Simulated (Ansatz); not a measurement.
# AlClGa₂H₅N: taking an electron away

Aim: the vertical ionisation energy of AlClGa₂H₅N, as cation minus neutral at the neutral's geometry, on several levels, and how well −ε(HOMO) stands in for it.

Method: unrestricted cation, the program's frozen cores in correlated methods; program: Ansatz 0.2.0, Gaussian basis.

Levels to be run: UKS PBE-D4/def2-TZVPP; UKS r2SCAN-D4/def2-TZVPP; UKS PBE0-D4/def2-TZVPP; UKS B3LYP-D4/def2-TZVPP; UKS wB97X-V/def2-TZVPP; UKS wB97M-V/def2-TZVPP; UKS B2PLYP/def2-TZVPP; UHF-CCSD(T)/def2-TZVPP; UHF-MP2/def2-QZVPP; extrapolation to the limit; then −ε(HOMO) from the neutral's earlier runs with LDA (SPW92), PBE-D4, revPBE-D4, BLYP-D4, r2SCAN-D4, B97M-V, PBE0-D4, B3LYP-D4, r2SCANh-D4, r2SCAN0-D4, HSE06-D4, BHLYP-D4, CAM-B3LYP-D4, LC-ωPBE, ωB97X-V, ωB97M-V.

## (1) The relaxed structure

All runs share one geometry, relaxed beforehand with PBE0-D4 in a triple-zeta def2 set.

SMILES `[AlH2][NH][Ga]([Cl])[GaH2]`, 10 atoms, charge 0, spin multiplicity 1.

Atoms are counted from 1 here; the program's logs count them from 0.

Bond lengths: Al1–N2 1.754 Å, Al1–H6 1.573 Å, Al1–H7 1.643 Å, N2–Ga3 1.877 Å, N2–H8 1.010 Å, Ga3–Cl4 2.158 Å, Ga3–Ga5 2.459 Å, Ga5–H9 1.568 Å, Ga5–H10 1.568 Å. Angles: N2–Al1–H6 132.0°, N2–Al1–H7 111.7°, H6–Al1–H7 116.2°, Al1–N2–Ga3 111.1°, Al1–N2–H8 127.0°, Ga3–N2–H8 121.8°, N2–Ga3–Cl4 113.3°, N2–Ga3–Ga5 103.7°, Cl4–Ga3–Ga5 143.1°, Ga3–Ga5–H9 118.6°, Ga3–Ga5–H10 118.6°, H9–Ga5–H10 121.8°.

## (2) Cation, UKS PBE-D4/def2-TZVPP

Contents of in.yaml:

```yaml
crystal:
  periodic: [false, false, false]
  atoms:
    - {symbol: Al, position_ang: [-1.581898, 0.089237, 0.535979]}
    - {symbol: N, position_ang: [-0.875537, -1.279683, -0.302919]}
    - {symbol: Ga, position_ang: [0.925320, -0.960010, -0.722709]}
    - {symbol: Cl, position_ang: [1.864046, -2.604123, -1.758080]}
    - {symbol: Ga, position_ang: [1.337249, 1.295832, 0.165264]}
    - {symbol: H, position_ang: [-3.025684, 0.345295, 1.104428]}
    - {symbol: H, position_ang: [-0.494279, 1.303464, 0.742420]}
    - {symbol: H, position_ang: [-1.334625, -2.145299, -0.549702]}
    - {symbol: H, position_ang: [1.968911, 1.436079, 1.593792]}
    - {symbol: H, position_ang: [1.216497, 2.519208, -0.808473]}
basis:
  gaussian: {orbitals: def2-TZVPP}
total_charge: 1
magnetization: {spin_polarized: true, initial_magnetization: 1}
hamiltonian: {xc: pbe, dispersion: d4}
```

Launch:

```console
> ansatz run in.yaml --threads 2 --pin off --events-out ev --progress --plain --max-ram 32768MiB --backend cuda --devices 0, --max-vram 18GiB
```

After this run come: Cation, UKS r2SCAN-D4/def2-TZVPP; Cation, UKS PBE0-D4/def2-TZVPP; Cation, UKS B3LYP-D4/def2-TZVPP; Cation, UKS wB97X-V/def2-TZVPP; Cation, UKS wB97M-V/def2-TZVPP; Cation, UKS B2PLYP (frozen core)/def2-TZVPP; Cation, UHF-CCSD(T)/def2-TZVPP; Cation, UHF-MP2/def2-QZVPP.

Q: Predict the results of all the runs planned. Wanted: ionisation energy, CCSD(T)/CBS; nearest functional by difference; nearest −ε(HOMO); −ε(HOMO) of PBE; T1 of the cation.

As calculated:

```
                        quantity               value
  ionisation energy, CCSD(T)/CBS             9.35 eV
nearest functional by difference  ωB97X-V (-0.16 eV)
                nearest −ε(HOMO)  ωB97X-V (+0.03 eV)
                 −ε(HOMO) of PBE             6.19 eV
                T1 of the cation               0.019
```

Energy differences with functionals land within 0.58 eV of the reference. −ε(HOMO) of PBE misses by 3.2 eV, since self-interaction lifts the level. Among orbital estimates ωB97X-V comes nearest. Hartree-Fock falls 0.91 eV short, as the neutral has more correlation energy than the cation. Correlated methods include outer-core shells of Ga, which these sets cover unevenly. With outer-core shells in play the reference is unsure by up to some tenths of an eV, so close misses can't be ranked.
